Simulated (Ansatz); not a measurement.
**CH₆BBrSi₂: a ladder of functionals and wavefunction methods**

One table from this session's results is given with a row withheld; the runs are named, their logs left out.

The runs use Ansatz 0.2.0, Gaussian basis; functionals in def2-TZVPP, the program's frozen cores in correlated methods.

Plan: LDA (SPW92), PBE-D4, revPBE-D4, BLYP-D4, r2SCAN-D4, B97M-V, PBE0-D4, B3LYP-D4, r2SCANh-D4, r2SCAN0-D4, HSE06-D4, BHLYP-D4, CAM-B3LYP-D4, LC-ωPBE, ωB97X-V, ωB97M-V, B2PLYP, PBE-QIDH; CCSD(T)/def2-SVP; CCSD(T)/def2-TZVPP; MP2/def2-QZVPP; extrapolation to the limit; RPA on PBE.

## The relaxed structure

The geometry comes from an earlier relaxation with PBE0-D4 in a triple-zeta def2 set; it is a stationary point, not always the lowest conformer.

SMILES `[SiH3][C@H]1B[Si@@H]1Br`, 11 atoms, charge 0, spin multiplicity 1.

Atoms are counted from 1 here; the program's logs count them from 0.

Bond lengths: Si1–C2 1.878 Å, Si1–H6 1.487 Å, Si1–H7 1.485 Å, Si1–H8 1.485 Å, C2–B3 1.510 Å, C2–Si4 1.911 Å, C2–H9 1.093 Å, B3–Si4 1.923 Å, B3–H10 1.186 Å, Si4–Br5 2.218 Å, Si4–H11 1.477 Å. Angles: C2–Si1–H6 108.5°, C2–Si1–H7 110.9°, C2–Si1–H8 110.3°, H6–Si1–H7 108.3°, H6–Si1–H8 109.1°, H7–Si1–H8 109.7°, Si1–C2–B3 119.5°, Si1–C2–Si4 101.8°, Si1–C2–H9 106.2°, B3–C2–Si4 67.2°, B3–C2–H9 122.2°, Si4–C2–H9 136.5°, C2–B3–Si4 66.4°, C2–B3–H10 137.1°, Si4–B3–H10 148.0°, C2–Si4–B3 46.4°, C2–Si4–Br5 119.4°, C2–Si4–H11 112.9° and more.

As a file:

```mol
CH6BBrSi2
  3D, bonds by distance, orders not assigned

 11 11  0  0  0  0  0  0  0  0999 V2000
   -1.2567   -0.1013    0.9187 Si  0  0
    0.1979    0.7269    0.0667 C   0  0
    1.5987    0.2315    0.3372 B   0  0
    0.7529   -0.6276   -1.1613 Si  0  0
    1.3620   -0.0511   -3.2142 Br  0  0
   -1.4549    0.5422    2.2441 H   0  0
   -0.9903   -1.5462    1.1364 H   0  0
   -2.4897    0.0647    0.1087 H   0  0
   -0.0430    1.7920    0.0167 H   0  0
    2.5938    0.6594    0.8206 H   0  0
   -0.2055   -1.7474   -1.2529 H   0  0
  1  2  8  0
  2  3  8  0
  3  4  8  0
  4  5  8  0
  1  6  8  0
  1  7  8  0
  1  8  8  0
  2  9  8  0
  3 10  8  0
  4 11  8  0
  2  4  8  0
M  END
```

The first run:

Input file in.yaml:

```yaml
crystal:
  periodic: [false, false, false]
  atoms:
    - {symbol: Si, position_ang: [-1.256679, -0.101286, 0.918737]}
    - {symbol: C, position_ang: [0.197948, 0.726926, 0.066684]}
    - {symbol: B, position_ang: [1.598718, 0.231531, 0.337181]}
    - {symbol: Si, position_ang: [0.752883, -0.627592, -1.161299]}
    - {symbol: Br, position_ang: [1.361971, -0.051115, -3.214191]}
    - {symbol: H, position_ang: [-1.454866, 0.542225, 2.244121]}
    - {symbol: H, position_ang: [-0.990334, -1.546229, 1.136420]}
    - {symbol: H, position_ang: [-2.489688, 0.064686, 0.108673]}
    - {symbol: H, position_ang: [-0.042979, 1.791956, 0.016669]}
    - {symbol: H, position_ang: [2.593840, 0.659387, 0.820636]}
    - {symbol: H, position_ang: [-0.205517, -1.747389, -1.252929]}
basis:
  gaussian: {orbitals: def2-TZVPP}
hamiltonian: {xc: lda}
output: {orbitals: {seedname: orbitals}}
```

Steps of the session up to this table: LDA; PBE-D4 (GGA); revPBE-D4 (GGA); BLYP-D4 (GGA); r2SCAN-D4 (meta-GGA); B97M-V (meta-GGA); PBE0-D4 (hybrid); B3LYP-D4 (hybrid); r2SCANh-D4 (hybrid); r2SCAN0-D4 (hybrid); HSE06-D4 (hybrid); BHLYP-D4 (hybrid); CAM-B3LYP-D4 (range-separated); LC-ωPBE (range-separated); ωB97X-V (range-separated); ωB97M-V (range-separated); B2PLYP (double hybrid); PBE-QIDH (double hybrid).

One table of the session follows, with a row left open; its other results are not shown here.

It belongs to the step «Orbital energies across the functionals». 

| functional | HOMO (eV) | LUMO (eV) | gap (eV) |
| --- | --- | --- | --- |
| LDA (SPW92) | ? | ? | ? |
| PBE-D4 | -5.91 | -3.04 | 2.87 |
| revPBE-D4 | -5.87 | -2.95 | 2.92 |
| BLYP-D4 | -5.76 | -2.84 | 2.92 |
| r2SCAN-D4 | -6.13 | -2.80 | 3.32 |
| B97M-V | -6.20 | -2.83 | 3.37 |
| PBE0-D4 | -6.98 | -2.14 | 4.84 |
| B3LYP-D4 | -6.77 | -2.28 | 4.49 |
| r2SCANh-D4 | -6.52 | -2.48 | 4.04 |
| r2SCAN0-D4 | -7.11 | -2.00 | 5.11 |
| HSE06-D4 | -6.58 | -2.52 | 4.07 |
| BHLYP-D4 | -7.92 | -1.07 | 6.85 |
| CAM-B3LYP-D4 | -8.22 | -0.99 | 7.24 |
| LC-ωPBE | -9.52 | 0.10 | 9.62 |
| ωB97X-V | -9.19 | 0.02 | 9.21 |
| ωB97M-V | -9.03 | -0.18 | 8.85 |

Q: Estimate the row for LDA (SPW92) from the others.

**Answer.** HOMO (eV): -6.03; LUMO (eV): -3.28; gap (eV): 2.75. In the column «HOMO (eV)» it lies between r2SCAN-D4 (-6.13) and PBE-D4 (-5.91).
